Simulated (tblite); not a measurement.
# C3H6BCl3Ge: the cost of one run

Computed with tblite 0.8.0 and PySCF 2.14.0, with density-fitted response routines of our own, on a single molecule in the gas phase. Atoms are numbered from 0 throughout.

## Step 1: The starting structure

14 atoms, charge 0, multiplicity 1; geometry from: force field or distance geometry start.

Bonds of the start (Å): Cl0–B1 1.86, B1–Cl2 1.83, B1–Ge3 2.01, Ge3–Cl4 2.17, Ge3–C5 1.95, C5–C6 1.51, C6–C7 1.53, C7–C5 1.51, Ge3–H8 1.56, C5–H9 1.11, C6–H10 1.11, C6–H11 1.11, C7–H12 1.12, C7–H13 1.11.

## Step 2: Relaxing the molecule with GFN2-xTB

Job settings and geometry (Å):

```
{"job": {"kind": "relax", "xc": "GFN2-xTB", "basis": "xTB"}, "charge": 0, "multiplicity": 1}
Cl     4.227800     0.194700    -0.049200
B      2.459100     0.425300    -0.571400
Cl     2.071500     0.855700    -2.302700
Ge     0.982400     0.181000     0.777200
Cl     1.239800     1.583100     2.413700
C     -0.744800     0.489400    -0.080400
C     -1.283100    -0.707000    -0.835900
C     -1.881800    -0.309600     0.509200
H      1.044700    -1.274600     1.345600
H     -1.015300     1.478800    -0.496900
H     -1.920900    -0.456300    -1.708800
H     -0.669200    -1.635300    -0.791300
H     -2.886200     0.177100     0.433300
H     -1.624800    -1.002600     1.335500
```

On the command line:

```console
OMP_NUM_THREADS=1 python probes_run.py task.json out
```

One launch serves the whole session: the jobs run in the order shown.

Q: Estimate the wall time and peak memory of this first job on 1 thread of Arm Neoverse V1, shared host.

About 1.2 s, with a peak of 0.18 GiB.
